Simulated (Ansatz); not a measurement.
# CoHO (singlet): wave-function methods side by side, def2-SVP

One table from this session's results is given with a row withheld; the runs are named, their logs left out.

The runs use Ansatz 0.2.0, Gaussian basis; def2-SVP, core rule «outside noble gas», up to 10 orbitals frozen.

The runs, in order: UHF; CCSD(T) on RHF; CCSD(T) on UHF; CISD; CASSCF and MRCISD+Q, 16 electrons in 11 orbitals; CASSCF and NEVPT2, 16 electrons in 11 orbitals.

30 further runs of the same task are left out: 2 for a known fault of the program, 18 that didn't finish, 10 set aside as unsound or not needed.

### The geometry

The geometry is a PBE0/def2-TZVP stationary point (not a proven minimum).

3 atoms, charge 0, spin multiplicity 1.

Atoms are counted from 1 here; the program's logs count them from 0.

Bond lengths: Co1–O2 1.717 Å, O2–H3 0.966 Å. Angles: Co1–O2–H3 111.2°.

Geometry (Å):

```
Co    0.00000    0.01618    0.38905
O     0.00000   -0.10779   -1.32364
H     0.00000    0.76506   -1.73645
```

Set-up of the first run:

The input, in.yaml:

```yaml
crystal:
  periodic: [false, false, false]
  atoms:
    - {symbol: Co, position_ang: [0.000000, 0.016178, 0.389046]}
    - {symbol: O, position_ang: [0.000000, -0.107788, -1.323644]}
    - {symbol: H, position_ang: [0.000000, 0.765063, -1.736447]}
basis:
  gaussian: {orbitals: def2-SVP}
magnetization: {spin_polarized: true, initial_magnetization: 0}
hamiltonian: {xc: hf}
output: {orbitals: {seedname: orbitals}}
```

Command:

```sh
> ansatz run in.yaml --threads 1 --pin off --events-out ev --progress --plain --max-ram 2393MiB
```

Steps of the session up to this table: UHF; CCSD(T) on RHF; CCSD(T) on UHF; CISD; CASSCF and MRCISD+Q, 16 electrons in 11 orbitals; CASSCF and NEVPT2, 16 electrons in 11 orbitals.

One of the session's tables, all rows but one given; the rest of the session is left out.

```
          method  from RCCSD(T) (meV)
            RMP2                    ?
            UMP2                +40.0
            CISD              +2082.3
           RCCSD               +697.0
           UCCSD              -1201.2
        RCCSD(T)                    0
        UCCSD(T)              -1890.6
  CASSCF valence              +9286.7
  NEVPT2 valence              +1207.4
  MRCISD valence               +774.6
MRCISD+Q valence               +127.8
```

Estimate the missing values for RMP2.

**Answer.** from RCCSD(T) (meV): +942.5. In the column «from RCCSD(T) (meV)» it lies between MRCISD valence (+774.6) and NEVPT2 valence (+1207.4).

Left out of the table: RHF, UHF (another determinant or state than the rows shown).

Caveats from the session: The determinant is far from a pure spin state, so its energy mixes those of several spin states (harmless only where they are near-degenerate, as at dissociation). The program flags UCCSD(T) as in doubt, so those rows may rest on another solution; read them beside their warnings. Warnings: restricted reference is unstable; spin contamination; coupled cluster took another determinant than the lowest; large T1 diagnostic. Restricted and unrestricted rows rest on different reference determinants; where their highest levels disagree by more than a few hundredths of an eV, they describe different states and don't form one ladder.
